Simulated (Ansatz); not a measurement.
# Be: the cost of one run

Method: DFT PBE+D3(BJ), plane waves, PAW, scalar-relativistic, no spin polarisation, in Ansatz 0.2.0.

## Step 1: Starting point

The cell holds 36 atoms (Be36): a = 6.870 Å, b = 6.870 Å, c = 7.177 Å, α = 90.00°, β = 90.00°, γ = 120.00°.

The coordinates stand in the first input below.

## Step 2: Run 1

130 steps of 0.75 fs under a Langevin thermostat at 2800 K.

The input, input.yaml:

```yaml
accuracy: low
crystal:
  lattice:
    - [6.87, 0.0, 0.0]
    - [-3.435, 5.949595, 0.0]
    - [0.0, 0.0, 7.17686]
  atoms:
    - { symbol: Be, position: [0.0, 0.0, 0.0] }
    - { symbol: Be, position: [0.1111111, 0.2222222, 0.25] }
    - { symbol: Be, position: [0.0, 0.0, 0.5] }
    - { symbol: Be, position: [0.1111111, 0.2222222, 0.75] }
    - { symbol: Be, position: [0.0, 0.3333333, 0.0] }
    - { symbol: Be, position: [0.1111111, 0.5555556, 0.25] }
    - { symbol: Be, position: [0.0, 0.3333333, 0.5] }
    - { symbol: Be, position: [0.1111111, 0.5555556, 0.75] }
    - { symbol: Be, position: [0.0, 0.6666667, 0.0] }
    - { symbol: Be, position: [0.1111111, 0.8888889, 0.25] }
    - { symbol: Be, position: [0.0, 0.6666667, 0.5] }
    - { symbol: Be, position: [0.1111111, 0.8888889, 0.75] }
    - { symbol: Be, position: [0.3333333, 0.0, 0.0] }
    - { symbol: Be, position: [0.4444444, 0.2222222, 0.25] }
    - { symbol: Be, position: [0.3333333, 0.0, 0.5] }
    - { symbol: Be, position: [0.4444444, 0.2222222, 0.75] }
    - { symbol: Be, position: [0.3333333, 0.3333333, 0.0] }
    - { symbol: Be, position: [0.4444444, 0.5555556, 0.25] }
    - { symbol: Be, position: [0.3333333, 0.3333333, 0.5] }
    - { symbol: Be, position: [0.4444444, 0.5555556, 0.75] }
    - { symbol: Be, position: [0.3333333, 0.6666667, 0.0] }
    - { symbol: Be, position: [0.4444444, 0.8888889, 0.25] }
    - { symbol: Be, position: [0.3333333, 0.6666667, 0.5] }
    - { symbol: Be, position: [0.4444444, 0.8888889, 0.75] }
    - { symbol: Be, position: [0.6666667, 0.0, 0.0] }
    - { symbol: Be, position: [0.7777778, 0.2222222, 0.25] }
    - { symbol: Be, position: [0.6666667, 0.0, 0.5] }
    - { symbol: Be, position: [0.7777778, 0.2222222, 0.75] }
    - { symbol: Be, position: [0.6666667, 0.3333333, 0.0] }
    - { symbol: Be, position: [0.7777778, 0.5555556, 0.25] }
    - { symbol: Be, position: [0.6666667, 0.3333333, 0.5] }
    - { symbol: Be, position: [0.7777778, 0.5555556, 0.75] }
    - { symbol: Be, position: [0.6666667, 0.6666667, 0.0] }
    - { symbol: Be, position: [0.7777778, 0.8888889, 0.25] }
    - { symbol: Be, position: [0.6666667, 0.6666667, 0.5] }
    - { symbol: Be, position: [0.7777778, 0.8888889, 0.75] }
basis:
  ecutwfc: 420.0
kpoints:
  mp_grid: { grid: [2, 2, 2] }
hamiltonian:
  xc: pbe
  dispersion: d3bj
scf:
  occupations: { method: fermi_dirac, width: 0.24 }
  lower_state_search: "off"
md:
  timestep: 0.75
  n_steps: 130
  ensemble: nvt_langevin
  temperature: 2800.0
  initial_velocities: maxwell_boltzmann
  seed: 572613
  friction: 0.02
```

The run is started by

```console
$ ansatz run input.yaml --threads 1 --pin off --max-ram 3072MiB --backend cpu --events-out ev --progress --plain --runs-dir out
```

What time and memory should one allow on 1 thread of Intel Xeon Platinum 8559C (Emerald Rapids), shared host?

About 9.1 min, with a peak of 0.8 GiB.
